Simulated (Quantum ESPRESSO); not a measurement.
Crystal: MgB.

```xyz
2
Lattice="2.8952 0.0000 0.0000 0.0000 2.8952 0.0000 0.0000 0.0000 2.8952" Properties=species:S:1:pos:R:3 pbc="T T T"
Mg    0.0000    0.0000    0.0000
B     1.4476    1.4476    1.4476
```

The cell was built by a generator and needn't be a form met in nature.

- Program: Quantum ESPRESSO 7.5
- Task: phonons
- Functional: PBE
- Potentials or basis: SSSP 1.3 efficiency PBE
- Cutoff: 748 eV
- Density cutoff: 5987 eV
- k mesh: 9 × 9 × 9
- Occupations: gaussian, width 0.272 eV
- Spin: no spin polarisation
- Most SCF iterations: 120
- SCF threshold: 4e-10 Ry
- Mixing beta: 0.9
- Mixing ndim: 16

**Question.** Where do the zone-centre optical modes lie?

**Answer.** T1u at 387 cm⁻¹ (IR).

Optical modes at Γ, degenerate ones joined:
| cm⁻¹ | components | symmetry | active in |
| --- | --- | --- | --- |
| 387 | 3 | T1u | IR |

Caveat: the mesh is thin for the phonons of a metal.
